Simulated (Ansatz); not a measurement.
**CH6AlBO: up Jacob's ladder to CCSD(T)**

One table from this session's results is given with a row withheld; the runs are named, their logs left out.

Method: functionals in def2-TZVPP, the program's frozen cores in correlated methods; program: Ansatz 0.2.0, Gaussian basis.

Levels to be run: LDA (SPW92), PBE-D4, revPBE-D4, BLYP-D4, r2SCAN-D4, B97M-V, PBE0-D4, B3LYP-D4, r2SCANh-D4, r2SCAN0-D4, HSE06-D4, BHLYP-D4, CAM-B3LYP-D4, LC-ωPBE, ωB97X-V, ωB97M-V, B2PLYP, PBE-QIDH; CCSD(T)/def2-SVP; CCSD(T)/def2-TZVPP; MP2/def2-QZVPP; extrapolation to the limit; RPA on PBE.

## The relaxed structure

The geometry comes from an earlier relaxation with PBE0-D4 in a triple-zeta def2 set; it is a stationary point, not always the lowest conformer.

SMILES `[CH3][AlH][BH]O`, 10 atoms, charge 0, spin multiplicity 1.

Atoms are counted from 1 here; the program's logs count them from 0.

Bond lengths: C1–Al2 1.964 Å, C1–H5 1.096 Å, C1–H6 1.094 Å, C1–H7 1.096 Å, Al2–B3 2.172 Å, Al2–H8 1.596 Å, B3–O4 1.357 Å, B3–H9 1.205 Å, O4–H10 0.961 Å. Angles: Al2–C1–H5 110.3°, Al2–C1–H6 115.1°, Al2–C1–H7 110.4°, H5–C1–H6 107.3°, H5–C1–H7 105.9°, H6–C1–H7 107.4°, C1–Al2–B3 120.3°, C1–Al2–H8 116.8°, B3–Al2–H8 122.9°, Al2–B3–O4 121.7°, Al2–B3–H9 125.2°, O4–B3–H9 113.1°, B3–O4–H10 114.0°.

The first run:

in.yaml

```yaml
crystal:
  periodic: [false, false, false]
  atoms:
    - {symbol: C, position_ang: [-1.564573, 0.529875, -0.299619]}
    - {symbol: Al, position_ang: [0.258972, 0.165088, -0.932063]}
    - {symbol: B, position_ang: [1.755630, -0.618653, 0.433626]}
    - {symbol: O, position_ang: [1.467553, -0.881620, 1.733705]}
    - {symbol: H, position_ang: [-2.289370, -0.067293, -0.865133]}
    - {symbol: H, position_ang: [-1.735415, 0.330261, 0.761969]}
    - {symbol: H, position_ang: [-1.830290, 1.577287, -0.482823]}
    - {symbol: H, position_ang: [0.563005, 0.468303, -2.469397]}
    - {symbol: H, position_ang: [2.898969, -0.864256, 0.143651]}
    - {symbol: H, position_ang: [0.558519, -0.690291, 1.978885]}
basis:
  gaussian: {orbitals: def2-TZVPP}
hamiltonian: {xc: lda}
output: {orbitals: {seedname: orbitals}}
```

The run is started by

```
> ansatz run in.yaml --threads 2 --pin off --events-out ev --progress --plain --max-ram 4352MiB
```

Among the steps run: LDA; PBE-D4 (GGA); revPBE-D4 (GGA); BLYP-D4 (GGA); r2SCAN-D4 (meta-GGA); B97M-V (meta-GGA); B3LYP-D4 (hybrid); r2SCANh-D4 (hybrid); r2SCAN0-D4 (hybrid); HSE06-D4 (hybrid); BHLYP-D4 (hybrid); CAM-B3LYP-D4 (range-separated); LC-ωPBE (range-separated); ωB97X-V (range-separated); ωB97M-V (range-separated); B2PLYP (double hybrid); PBE-QIDH (double hybrid).

One table of the session follows, with a row left open; its other results are not shown here.

It belongs to the step «Orbital energies across the functionals». 

```
  functional  HOMO (eV)  LUMO (eV)  gap (eV)
 LDA (SPW92)      -5.69      -3.12      2.57
      PBE-D4      -5.60      -2.90      2.71
   revPBE-D4          ?          ?         ?
     BLYP-D4      -5.51      -2.76      2.75
   r2SCAN-D4      -5.82      -2.68      3.14
      B97M-V      -5.87      -2.84      3.03
     PBE0-D4      -6.79      -2.08      4.71
    B3LYP-D4      -6.62      -2.28      4.35
  r2SCANh-D4      -6.26      -2.39      3.87
  r2SCAN0-D4      -6.93      -1.96      4.97
    HSE06-D4      -6.39      -2.45      3.94
    BHLYP-D4      -7.93      -1.24      6.69
CAM-B3LYP-D4      -8.15      -1.07      7.08
     LC-ωPBE      -9.46       0.03      9.49
     ωB97X-V      -9.12      -0.08      9.04
     ωB97M-V      -8.92      -0.32      8.60
```

**Question.** Estimate the row for revPBE-D4.

The run gave: HOMO (eV): -5.56; LUMO (eV): -2.80; gap (eV): 2.76. In the column «HOMO (eV)» it lies between PBE-D4 (-5.60) and BLYP-D4 (-5.51).
